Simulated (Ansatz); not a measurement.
Born–Oppenheimer molecular dynamics of a periodic cell of 24 atoms, LiNiBO3 (host LiNiBO3, host structure P-1). It goes on from the last frame of an earlier run, with new velocities.

Theory: Ansatz, DFT PBEsol, scalar-relativistic, plane waves, PAW. Settings: accuracy low, cutoff 420 eV, k mesh 2x2x2, fermi-dirac smearing 0.05 eV, spin collinear.

```
ensemble        : NVT, Langevin thermostat
time step       : 1 fs
steps asked     : 200
set temperature : 1170 K
friction        : 0.05 /fs
seed            : 169941
```

First frame:

```xyz
24
Lattice="5.2031 0.0000 0.0000 2.5633 5.4297 0.0000 0.6075 2.7312 8.4856" Properties=species:S:1:pos:R:3
Li 3.746 2.393 5.533
Li 0.812 1.472 1.479
Li 7.236 6.384 7.340
Li 4.640 5.508 3.566
Ni 3.949 3.735 8.379
Ni 4.269 4.124 0.529
Ni 0.989 2.409 4.098
Ni 7.060 5.441 4.548
B 1.411 3.349 7.024
B 3.665 2.012 2.665
B 4.598 5.944 6.257
B 6.877 4.532 2.010
O 4.450 2.014 3.839
O 2.251 3.397 8.149
O 6.266 4.236 0.783
O 3.621 5.915 5.368
O 2.212 3.624 5.828
O 4.294 2.125 1.468
O 4.158 5.675 7.625
O 6.092 4.326 3.280
O 5.335 2.805 7.069
O 2.305 1.630 2.647
O 5.981 6.179 5.910
O 2.920 5.045 2.191
```

What does the run give?

The run went to its last step.

| Item | Value |
| --- | --- |
| steps done | 200 |
| time covered | 200 fs |
| mean temperature over the second half | 1260 K |
| spread of the potential energy over the second half | 23.4 meV per atom |
| mean potential energy of the second half above the start | 12.6 meV per atom |

A run of 0.2 ps of so small a system gives no equilibrium averages. No Hubbard correction was used and the magnetic state wasn't searched. Limits of this set-up: coarse k mesh, low accuracy level.

What happens to the structure?

Mean squared displacements from the first frame to the last, about the centre of mass: Li 0.18 Å², Ni 0.11 Å², B 0.08 Å², O 0.12 Å². Another seed would give other details.

How do temperature and energy run in time?


```json
{"time (fs)": "0", "T (K)": "1121", "potential energy less start (eV)": "0.000"}
{"time (fs)": "10", "T (K)": "1078", "potential energy less start (eV)": "-0.064"}
{"time (fs)": "20", "T (K)": "1029", "potential energy less start (eV)": "-0.181"}
{"time (fs)": "30", "T (K)": "735", "potential energy less start (eV)": "0.203"}
{"time (fs)": "40", "T (K)": "1249", "potential energy less start (eV)": "0.098"}
{"time (fs)": "50", "T (K)": "1210", "potential energy less start (eV)": "0.621"}
{"time (fs)": "60", "T (K)": "1126", "potential energy less start (eV)": "0.413"}
{"time (fs)": "70", "T (K)": "1415", "potential energy less start (eV)": "-0.133"}
{"time (fs)": "80", "T (K)": "1102", "potential energy less start (eV)": "0.224"}
{"time (fs)": "90", "T (K)": "1097", "potential energy less start (eV)": "0.513"}
{"time (fs)": "100", "T (K)": "1178", "potential energy less start (eV)": "-0.613"}
{"time (fs)": "110", "T (K)": "1210", "potential energy less start (eV)": "-0.319"}
{"time (fs)": "120", "T (K)": "1059", "potential energy less start (eV)": "0.434"}
{"time (fs)": "130", "T (K)": "1236", "potential energy less start (eV)": "-0.207"}
{"time (fs)": "140", "T (K)": "1258", "potential energy less start (eV)": "-0.190"}
{"time (fs)": "150", "T (K)": "1330", "potential energy less start (eV)": "-0.028"}
{"time (fs)": "160", "T (K)": "1132", "potential energy less start (eV)": "0.764"}
{"time (fs)": "170", "T (K)": "1401", "potential energy less start (eV)": "0.449"}
{"time (fs)": "180", "T (K)": "1307", "potential energy less start (eV)": "0.843"}
{"time (fs)": "190", "T (K)": "1409", "potential energy less start (eV)": "0.744"}
{"time (fs)": "200", "T (K)": "1270", "potential energy less start (eV)": "1.649"}
```

Time of the run: 33 min on 2 threads of Intel(R) Xeon(R) Platinum 8488C (Sapphire Rapids) (shared host), peak memory 1.7 GiB.
